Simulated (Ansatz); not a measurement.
# Molecular dynamics of Al

Input file:

```yaml
crystal:
  lattice:
    - [8.23281, 0.0, 0.0]
    - [0.0, 8.23281, 0.0]
    - [0.0, 0.0, 8.23281]
  atoms:
    - { symbol: Al, position: [0.48849853, 0.01220967, -0.01891022] }
    - { symbol: Al, position: [0.76307232, 0.21709122, 0.00422554] }
    - { symbol: Al, position: [0.78504783, 0.01372189, 0.246637] }
    - { symbol: Al, position: [-0.02289516, -0.00598912, -0.02079702] }
    - { symbol: Al, position: [0.27572551, 0.21843218, 0.02142694] }
    - { symbol: Al, position: [0.5086232, 0.4950644, -0.00995602] }
    - { symbol: Al, position: [0.7403565, 0.75429811, 0.04548954] }
    - { symbol: Al, position: [0.21117596, -0.01534308, 0.26581465] }
    - { symbol: Al, position: [0.506525, 0.22138888, 0.24405686] }
    - { symbol: Al, position: [0.74161976, 0.46885376, 0.25006379] }
    - { symbol: Al, position: [0.48017816, -0.03847526, 0.50335589] }
    - { symbol: Al, position: [0.71863144, 0.20212207, 0.53515706] }
    - { symbol: Al, position: [0.71623317, 0.00298643, 0.77986615] }
    - { symbol: Al, position: [-0.00435381, 0.48481715, 0.02938606] }
    - { symbol: Al, position: [0.25967896, 0.72458213, 0.00923414] }
    - { symbol: Al, position: [0.01566058, 0.24205815, 0.25510076] }
    - { symbol: Al, position: [0.24083724, 0.4948469, 0.25966501] }
    - { symbol: Al, position: [0.48166805, 0.71045873, 0.28969133] }
    - { symbol: Al, position: [-0.03672183, -0.00574394, 0.53851136] }
    - { symbol: Al, position: [0.25480116, 0.22461072, 0.47254394] }
    - { symbol: Al, position: [0.52426307, 0.46455743, 0.49146271] }
    - { symbol: Al, position: [0.77017136, 0.70993582, 0.51405974] }
    - { symbol: Al, position: [0.24857971, -0.03913971, 0.76080519] }
    - { symbol: Al, position: [0.51035502, 0.24140501, 0.76140462] }
    - { symbol: Al, position: [0.76670484, 0.46570815, 0.75968939] }
    - { symbol: Al, position: [-0.00889231, 0.72881792, 0.2326054] }
    - { symbol: Al, position: [0.01352316, 0.46082619, 0.52436929] }
    - { symbol: Al, position: [0.13485222, 0.75164945, 0.52711541] }
    - { symbol: Al, position: [0.03605886, 0.26702559, 0.76194956] }
    - { symbol: Al, position: [0.27254211, 0.47140402, 0.7207662] }
    - { symbol: Al, position: [0.48964388, 0.71940069, 0.75645087] }
    - { symbol: Al, position: [-0.06942887, 0.74389758, 0.79561252] }
basis:
  ecutwfc: 420.0
kpoints:
  mp_grid: { grid: [2, 2, 2] }
hamiltonian:
  xc: pbesol
scf:
  occupations: { method: fermi_dirac, width: 0.1 }
  lower_state_search: "off"
md:
  timestep: 2
  n_steps: 100
  ensemble: npt_langevin
  temperature: 630.0
  initial_velocities: maxwell_boltzmann
  seed: 370386
  friction: 0.005
  pressure: 0.0
  fix_cell: [shape]
```

Launched with:

```bash
$ ansatz run input.yaml --threads 2 --pin off --max-ram 5120MiB --backend cpu --events-out ev --progress --plain --runs-dir out
```

It goes on from the last frame of an earlier run, with new velocities.

Output, in part (step lines):

```
md step     0: t =     0.00 fs  T =   610.3 K  F+E_penalty+E_count = -16781.15769193 eV  E_kin = 2.524448 eV  conserved = -16778.97658980 eV  P_inst = -0.1003 GPa  V = 558.0130 Å³  selection 1  (6 SCF iters)
md step     1: t =     2.00 fs  T =   618.8 K  F+E_penalty+E_count = -16781.18590360 eV  E_kin = 2.559747 eV  conserved = -16778.97671947 eV  P_inst = -0.1246 GPa  V = 558.0387 Å³  selection 1  (5 SCF iters)
md step     2: t =     4.00 fs  T =   638.3 K  F+E_penalty+E_count = -16781.22547158 eV  E_kin = 2.640014 eV  conserved = -16778.97684330 eV  P_inst = -0.1578 GPa  V = 558.1159 Å³  selection 1  (5 SCF iters)
md step     3: t =     6.00 fs  T =   635.8 K  F+E_penalty+E_count = -16781.27863444 eV  E_kin = 2.629850 eV  conserved = -16778.97689550 eV  P_inst = -0.2251 GPa  V = 558.2185 Å³  selection 1  (5 SCF iters)
md step     4: t =     8.00 fs  T =   636.1 K  F+E_penalty+E_count = -16781.34342392 eV  E_kin = 2.631074 eV  conserved = -16778.97702343 eV  P_inst = -0.3043 GPa  V = 558.3324 Å³  selection 1  (6 SCF iters)
md step     5: t =    10.00 fs  T =   628.5 K  F+E_penalty+E_count = -16781.40978590 eV  E_kin = 2.599620 eV  conserved = -16778.97713877 eV  P_inst = -0.3975 GPa  V = 558.4866 Å³  selection 1  (5 SCF iters)
md step     6: t =    12.00 fs  T =   639.3 K  F+E_penalty+E_count = -16781.48199665 eV  E_kin = 2.644271 eV  conserved = -16778.97744112 eV  P_inst = -0.4826 GPa  V = 558.6429 Å³  selection 1  (5 SCF iters)
md step     7: t =    14.00 fs  T =   641.8 K  F+E_penalty+E_count = -16781.55898663 eV  E_kin = 2.654506 eV  conserved = -16778.97731243 eV  P_inst = -0.5687 GPa  V = 558.7138 Å³  selection 1  (5 SCF iters)
[... lines left out ...]
```

The steps, from the saved trajectory:

```
time (fs)  T (K)  potential energy less start (eV)  conserved less start (meV/atom)  P (GPa)  volume (Å³)
      0.0    610                             0.000                             0.00     -0.1        558.0
      6.0    636                            -0.121                            -0.01     -0.2        558.2
     12.0    639                            -0.324                            -0.03     -0.5        558.6
     18.0    686                            -0.568                            -0.04     -0.7        558.6
     24.0    697                            -0.784                            -0.03     -0.9        558.3
     30.0    724                            -0.936                            -0.04     -1.0        557.9
     36.0    689                            -1.026                            -0.03     -1.0        556.9
     42.0    650                            -1.128                             0.00     -1.0        555.6
     48.0    659                            -1.320                             0.01     -1.0        554.6
     54.0    707                            -1.592                            -0.01     -1.1        553.5
     60.0    803                            -1.860                            -0.04     -1.1        551.8
     66.0    831                            -2.027                            -0.05     -1.0        550.1
     72.0    816                            -2.042                            -0.03     -0.8        548.5
     78.0    836                            -1.967                            -0.03     -0.6        547.1
     84.0    759                            -1.793                            -0.02     -0.3        545.3
     90.0    686                            -1.620                             0.00      0.1        543.6
     96.0    674                            -1.513                             0.00      0.4        542.1
    102.0    735                            -1.531                            -0.01      0.6        540.8
    108.0    715                            -1.560                            -0.01      0.8        539.4
    114.0    812                            -1.584                            -0.03      1.1        537.8
    120.0    816                            -1.582                            -0.04      1.4        536.2
    126.0    806                            -1.497                            -0.05      1.6        535.3
    132.0    770                            -1.356                            -0.05      1.7        535.1
    138.0    666                            -1.176                            -0.02      1.7        535.7
    144.0    639                            -1.084                            -0.02      1.7        536.7
    150.0    601                            -1.080                            -0.01      1.5        537.7
    156.0    604                            -1.112                            -0.01      1.3        538.5
    162.0    636                            -1.161                            -0.03      1.1        539.7
    168.0    633                            -1.220                            -0.04      0.8        541.6
    174.0    626                            -1.252                            -0.04      0.5        543.8
    180.0    669                            -1.221                            -0.04      0.1        546.7
    186.0    662                            -1.180                            -0.01     -0.3        549.4
    192.0    631                            -1.244                            -0.01     -0.7        552.0
    198.0    670                            -1.381                            -0.01     -1.1        554.2
```

All steps were run. The conserved energy stayed within 0.055 meV per atom of its start (net change -0.013 meV per atom), so the integration is sound. A run of 0.2 ps of so small a system gives no equilibrium averages. Limits of this set-up: coarse k mesh. The cell's volume went from 558 to 555 Å³.

Mean squared displacements from the first frame to the last, about the centre of mass, the cell's change included: Al 0.17 Å².

Last frame:

```xyz
32
Lattice="8.2177 0.0000 0.0000 0.0000 8.2177 0.0000 0.0000 0.0000 8.2177" Properties=species:S:1:pos:R:3
Al 4.002 -0.014 0.154
Al 6.086 2.037 0.551
Al 6.038 -0.307 2.163
Al 0.022 -0.039 0.021
Al 2.050 2.001 0.270
Al 4.130 4.105 0.043
Al 6.246 6.137 0.153
Al 1.759 -0.060 2.279
Al 4.038 2.101 2.359
Al 6.035 4.127 2.252
Al 3.976 0.061 4.382
Al 6.260 2.066 4.455
Al 6.177 0.073 6.343
Al -0.122 3.700 0.282
Al 1.978 6.108 -0.006
Al -0.041 2.139 2.470
Al 2.053 3.892 2.356
Al 4.028 6.018 2.335
Al -0.239 0.244 4.207
Al 1.994 1.872 4.198
Al 3.776 4.357 4.274
Al 5.823 6.405 4.280
Al 1.896 0.248 6.235
Al 4.341 2.188 6.294
Al 6.241 4.152 6.542
Al -0.096 5.999 2.319
Al -0.021 4.143 4.260
Al 1.947 6.428 4.371
Al -0.072 2.078 6.435
Al 1.951 4.153 6.356
Al 4.187 6.081 6.359
Al -0.016 6.188 6.279
```

Time of the run: 13 min on 2 threads of Arm Neoverse V2, with other jobs on the host, peak memory 1.2 GiB.
